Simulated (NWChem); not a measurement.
# One shape, several levels: C2H3Sn (SMILES C#[C][SnH2])

Wanted: a comparison of 6 runs (UHF/3-21G, UHF/def2-SVP, UTPSSh/STO-3G, UB3LYP/def2-SVP, UB3LYP/def2-SVPD, UPBE/def2-TZVP) of C2H3Sn. 

The results are computed with NWChem 7.3.0.

**1. The molecule**

C2H3Sn: 6 atoms, total charge 0, spin state doublet. As SMILES, `C#[C][SnH2]`. Geometry: relaxed at PBE0-D4/def2-TZVP.

Bond lengths: C1–C2 1.209 Å, C2–Sn3 2.081 Å, C1–H4 1.066 Å, Sn3–H5 1.714 Å, Sn3–H6 1.714 Å. Angles: C1–C2–Sn3 174.3°, C2–C1–H4 178.8°, C2–Sn3–H5 107.8°, C2–Sn3–H6 107.8°, H5–Sn3–H6 111.7°.

**2. Energy and gradient at UHF/3-21G (run 1)**

c2h3sn.nw

```
start c2h3sn
title "C2H3Sn"
memory stack 880 mb heap 220 mb global 1100 mb

geometry units au noautosym nocenter noautoz
  C     -0.74285134    -3.45819881    -0.32522187
  C     -0.09146274    -1.28520274    -0.05215644
  Sn     1.36268151     2.31529245     0.56691784
  H     -1.35304391    -5.36134199    -0.58184667
  H      1.53804809     3.81686883    -2.29809594
  H     -0.63419209     3.85126184     2.60347568
end

basis spherical bse
  * library 3-21G
end

scf
  doublet
  uhf
  thresh 1e-08
  maxiter 80
end

task scf gradient
```

The run is started by

```bash
$ nwchem c2h3sn.nw > c2h3sn.out
```

The log of the run:

```text
[...]
  functions       =    55
[...]
  wavefunction    = UHF
[...]
         Total SCF energy =  -6073.237071657092
      One electron energy =  -8745.739425698004
      Two electron energy =   2486.837420486584
 Nuclear repulsion energy =    185.664933554328
                       Sz =      0.5000
                 Sz(Sz+1) =      0.7500
                      S^2 =      0.8250
[...]
                         UHF ENERGY GRADIENTS
    atom               coordinates                        gradient
                 x          y          z           x          y          z
   1 C      -0.742851  -3.458199  -0.325222    0.003160  -0.003465   0.001423
   2 C      -0.091463  -1.285203  -0.052156    0.001889   0.022733   0.000670
   3 Sn      1.362682   2.315292   0.566918   -0.003038  -0.000046  -0.001354
   4 H      -1.353044  -5.361342  -0.581847   -0.004254  -0.010683  -0.001804
   5 H       1.538048   3.816869  -2.298096   -0.001223  -0.004235   0.005829
   6 H      -0.634192   3.851262   2.603476    0.003467  -0.004304  -0.004764
[...]
```

Run time: 53 s. Hardware: 1 thread of Intel Xeon Platinum 8488C (Sapphire Rapids), shared host; peak memory 0.1 GiB.

**3. Energy and forces at UHF/def2-SVP (core potential) (run 2)**

c2h3sn.xyz

```xyz
6
C2H3Sn
C     -0.393100    -1.830000    -0.172100
C     -0.048400    -0.680100    -0.027600
Sn     0.721100     1.225200     0.300000
H     -0.716000    -2.837100    -0.307900
H      0.813900     2.019800    -1.216100
H     -0.335600     2.038000     1.377700
```

run.py

```python
from ase.io import read
from ase.calculators.nwchem import NWChem

mol = read('c2h3sn.xyz')

calc = NWChem(
    label='c2h3sn',
    theory='scf',
    memory='2200 mb',
    basis='def2-SVP',
    basispar='spherical bse',
    scf={'nopen': '1', 'uhf': None, 'thresh': '1e-08', 'maxiter': '80'},
    **{'ecp bse': {'Sn library': 'def2-SVP'}},
)
mol.calc = calc

forces = mol.get_forces()
print("Total energy (eV):", round(mol.get_potential_energy(), 6))
print("forces (eV/A):")
for s, f in zip(mol.symbols, forces):
    print(f"{s:2s} {f[0]:10.5f} {f[1]:10.5f} {f[2]:10.5f}")
```

The run is started by

```bash
$ export ASE_NWCHEM_COMMAND="nwchem PREFIX.nwi > PREFIX.nwo"
$ python run.py
```

The log of the run:

```text
Total energy (eV): -7909.28748
forces (eV/A):
C     0.15005    0.65692    0.06196
C    -0.31655   -1.14743   -0.13205
Sn    0.10284    0.48784    0.04263
H     0.00612   -0.01697    0.00267
H     0.01064    0.01023    0.05312
H     0.04690    0.00941   -0.02828
```

The calculator wrote c2h3sn.nwi:

```
title "c2h3sn"

permanent_dir c2h3sn

scratch_dir c2h3sn

start c2h3sn

geometry units angstrom nocenter noautosym noautoz
  C  -3.9310000000000000e-01 -1.8300000000000001e+00 -1.7210000000000000e-01
  C  -4.8399999999999999e-02 -6.8010000000000004e-01 -2.7600000000000000e-02
  Sn 7.2109999999999996e-01 1.2252000000000001e+00 2.9999999999999999e-01
  H  -7.1599999999999997e-01 -2.8371000000000000e+00 -3.0790000000000001e-01
  H  8.1389999999999996e-01 2.0198000000000000e+00 -1.2161000000000000e+00
  H  -3.3560000000000001e-01 2.0379999999999998e+00 1.3776999999999999e+00
end

memory 2200 mb

basis spherical bse noprint
   * library def2-SVP
end

scf
  nopen 1
  uhf
  thresh 1e-08
  maxiter 80
end
ecp bse
  Sn library def2-SVP
end

task scf gradient
```

c2h3sn.nwo:

```text
Northwest Computational Chemistry Package (NWChem) 7.3.0
             --------------------------------------------------------

           Job information
           ---------------

    nwchem branch   = 7.3.0
    use scalapack   = T
    input           = c2h3sn.nwi
    prefix          = c2h3sn.
    data base       = c2h3sn/c2h3sn.db
    status          = startup
    nproc           =        1

           Memory information
           ------------------

    heap     =     72089598 doubles =      550.0 Mbytes
    stack    =     72089595 doubles =      550.0 Mbytes
    global   =    144179200 doubles =     1100.0 Mbytes (distinct from heap & stack)
    total    =    288358393 doubles =     2200.0 Mbytes
    verify   = yes
    hardfail = no

           Directory information
           ---------------------

  0 permanent = c2h3sn
  0 scratch   = c2h3sn

                                NWChem Input Module
                                -------------------

                                      c2h3sn
                                      ------

[... 121 lines left out ...]
 Convergence threshold     :          1.000E-08
[... 14 lines left out ...]
       Final UHF  results
[... 3 lines left out ...]
      One electron energy =   -668.682518883752
[... 1 line left out ...]
 Nuclear repulsion energy =     95.194083315309
[... 41 lines left out ...]
          Final beta eigenvalues
[... 233 lines left out ...]
                     UHF Final Beta Molecular Orbital Analysis
[... 268 lines left out ...]
                              NWChem Gradients Module
                              -----------------------

                                      c2h3sn

  wavefunction    =   UHF

                         UHF ENERGY GRADIENTS

    atom               coordinates                        gradient
                 x          y          z           x          y          z
   1 C      -0.742851  -3.458199  -0.325222   -0.002918  -0.012775  -0.001205
   2 C      -0.091463  -1.285203  -0.052156    0.006156   0.022314   0.002568
   3 Sn      1.362681   2.315292   0.566918   -0.002000  -0.009487  -0.000829
   4 H      -1.353044  -5.361342  -0.581847   -0.000119   0.000330  -0.000052
   5 H       1.538048   3.816869  -2.298096   -0.000207  -0.000199  -0.001033
   6 H      -0.634192   3.851262   2.603475   -0.000912  -0.000183   0.000550

                 ----------------------------------------
                 |  Time  |  1-e(secs)   |  2-e(secs)   |
                 ----------------------------------------
                 |  CPU   |       0.07   |       4.01   |
                 ----------------------------------------
                 |  WALL  |       0.07   |       4.01   |
                 ----------------------------------------

 Task  times  cpu:       66.0s     wall:       66.0s
 Total times  cpu:       66.0s     wall:       66.0s
```

Run time: 68 s. Hardware: 1 thread of Intel Xeon Platinum 8488C (Sapphire Rapids), shared host; peak memory 0.1 GiB.

Runs 3 to 5 aren't shown in full; the table further down has their settings and results.

**4. Energy and forces at UPBE/def2-TZVP (core potential) (run 6)**

run.py

```python
from ase import Atoms
from ase.calculators.nwchem import NWChem

mol = Atoms(['C', 'C', 'Sn', 'H', 'H', 'H'], positions=[
    [-0.393100, -1.830000, -0.172100],
    [-0.048400, -0.680100, -0.027600],
    [0.721100, 1.225200, 0.300000],
    [-0.716000, -2.837100, -0.307900],
    [0.813900, 2.019800, -1.216100],
    [-0.335600, 2.038000, 1.377700],
])

calc = NWChem(
    label='mol',
    theory='dft',
    memory='2200 mb',
    basis='def2-TZVP',
    basispar='spherical bse',
    dft={'xc': 'xpbe96 cpbe96', 'mult': '2', 'grid': 'fine', 'convergence': 'energy 1e-08', 'iterations': '100', 'mulliken': None},
    **{'ecp bse': {'Sn library': 'def2-TZVP'}},
)
mol.calc = calc

forces = mol.get_forces()
e = mol.get_potential_energy()
print(f"E = {e:.6f} eV")
print("forces (eV/A):")
for s, f in zip(mol.symbols, forces):
    print(f"{s:2s} {f[0]:10.5f} {f[1]:10.5f} {f[2]:10.5f}")
```

The run is started by

```bash
$ export ASE_NWCHEM_COMMAND="nwchem PREFIX.nwi > PREFIX.nwo"
$ python run.py
```

The log of the run:

```text
E = -7948.749892 eV
forces (eV/A):
C    -0.24626   -0.89464   -0.10259
C     0.23135    0.93028    0.09585
Sn    0.22230   -0.00201    0.09894
H    -0.07646   -0.22975   -0.03234
H     0.00561    0.09703   -0.19052
H    -0.13653    0.09909    0.13061
```

The calculator wrote mol.nwi:

```
title "mol"

permanent_dir mol

scratch_dir mol

start mol

geometry units angstrom nocenter noautosym noautoz
  C  -3.9310000000000000e-01 -1.8300000000000001e+00 -1.7210000000000000e-01
  C  -4.8399999999999999e-02 -6.8010000000000004e-01 -2.7600000000000000e-02
  Sn 7.2109999999999996e-01 1.2252000000000001e+00 2.9999999999999999e-01
  H  -7.1599999999999997e-01 -2.8371000000000000e+00 -3.0790000000000001e-01
  H  8.1389999999999996e-01 2.0198000000000000e+00 -1.2161000000000000e+00
  H  -3.3560000000000001e-01 2.0379999999999998e+00 1.3776999999999999e+00
end

memory 2200 mb

basis spherical bse noprint
   * library def2-TZVP
end

dft
  xc xpbe96 cpbe96
  mult 2
  grid fine
  convergence energy 1e-08
  iterations 100
  mulliken
end
ecp bse
  Sn library def2-TZVP
end

task dft gradient
```

mol.nwo:

```text
Northwest Computational Chemistry Package (NWChem) 7.3.0
             --------------------------------------------------------

           Job information
           ---------------

    nwchem branch   = 7.3.0
    use scalapack   = T
    input           = mol.nwi
    prefix          = mol.
    data base       = mol/mol.db
    status          = startup
    nproc           =        1

           Memory information
           ------------------

    heap     =     72089596 doubles =      550.0 Mbytes
    stack    =     72089601 doubles =      550.0 Mbytes
    global   =    144179200 doubles =     1100.0 Mbytes (distinct from heap & stack)
    total    =    288358397 doubles =     2200.0 Mbytes
    verify   = yes
    hardfail = no

           Directory information
           ---------------------

  0 permanent = mol
  0 scratch   = mol

                                NWChem Input Module
                                -------------------

                                        mol
                                        ---

[... 26 lines left out ...]
            Nuclear Dipole moment (a.u.)
[... 83 lines left out ...]
          Convergence on energy requested:  1.00D-08
[... 21 lines left out ...]
          Spatial weights used:  Erf1
[... 4 lines left out ...]
          total energy or number of iterations.
[... 28 lines left out ...]
 2-e energy   =     280.827975
[... 55 lines left out ...]
      One electron energy =     -669.377498178463
[... 2 lines left out ...]
 Nuclear repulsion energy =       95.194083315309
[... 2000 lines left out ...]
          Convergence on energy requested:  1.00D-08
[... 21 lines left out ...]
          Spatial weights used:  Erf1
[... 4 lines left out ...]
          total energy or number of iterations.
[... 18 lines left out ...]
                            NWChem DFT Gradient Module
                            --------------------------

                                        mol

  charge          =   0.00
  wavefunction    = open shell

                         DFT ENERGY GRADIENTS

    atom               coordinates                        gradient
                 x          y          z           x          y          z
   1 C      -0.742851  -3.458199  -0.325222    0.004789   0.017398   0.001995
   2 C      -0.091463  -1.285203  -0.052156   -0.004499  -0.018091  -0.001864
   3 Sn      1.362681   2.315292   0.566918   -0.004323   0.000039  -0.001924
   4 H      -1.353044  -5.361342  -0.581847    0.001487   0.004468   0.000629
   5 H       1.538048   3.816869  -2.298096   -0.000109  -0.001887   0.003705
   6 H      -0.634192   3.851262   2.603475    0.002655  -0.001927  -0.002540

                 ----------------------------------------
                 |  Time  |  1-e(secs)   |  2-e(secs)   |
                 ----------------------------------------
                 |  CPU   |       0.18   |      33.78   |
                 ----------------------------------------
                 |  WALL  |       0.18   |      33.78   |
                 ----------------------------------------

 Task  times  cpu:      198.9s     wall:      198.9s
 Total times  cpu:      199.0s     wall:      199.0s
```

It took 3.4 min on 1 thread of Intel Xeon Platinum 8488C (Sapphire Rapids), shared host; peak memory 0.14 GiB.

**5. Overview of the runs**

| run | level | core potential | iteration cap | energy (Eh) | dipole moment (D) | HOMO energy (eV) | LUMO energy (eV) | wall time |
| --- | --- | --- | --- | --- | --- | --- | --- | --- |
| 1 | UHF/3-21G | – | 80 | -6073.237072 | 0.88 | -8.40 | 0.36 | 53 s |
| 2 | UHF/def2-SVP (core potential) | def2-SVP | 80 | -290.660956 | 0.58 | -8.66 | 0.36 | 68 s |
| 3 | UTPSSh/STO-3G | – | 100 | -6042.132975 | – | – | – | 69 s |
| 4 | UB3LYP/def2-SVP (core potential) | def2-SVP | 100 | -292.200593 | 0.38 | – | – | 1.9 min |
| 5 | UB3LYP/def2-SVPD (core potential) | def2-SVPD | 100 | -292.205594 | 0.40 | -5.96 | -3.64 | 97 s |
| 6 | UPBE/def2-TZVP (core potential) | def2-TZVP | 100 | -292.111173 | 0.34 | -5.20 | -4.14 | 3.4 min |

**6. What came out**

```
                                 quantity          value
                      run 6: total energy  -292.11117 Eh
                     run 6: dipole moment         0.34 D
run 6: HOMO energy (highest over α and β)       -5.20 eV
 run 6: LUMO energy (lowest over α and β)       -4.14 eV
                              run 6: ⟨S²⟩          0.752
          run 6: largest force on an atom     0.963 eV/Å
```

**Reading.** Over runs 1, 2, 4, 5, 6 the dipole moment (its size) runs from 0.34 D (UPBE/def2-TZVP) to 0.88 D (UHF/3-21G). The two ends differ in method and basis and core potential. Totals of different functionals can't be ranked against each other. Some runs of one species differ in core potentials or relativity; totals across that change don't compare. In run 3 the basis is minimal, so the values are rough. In runs 1, 3 relativity is left out where basis or elements ask for it. All runs together took 10 min, the longest 3.4 min.
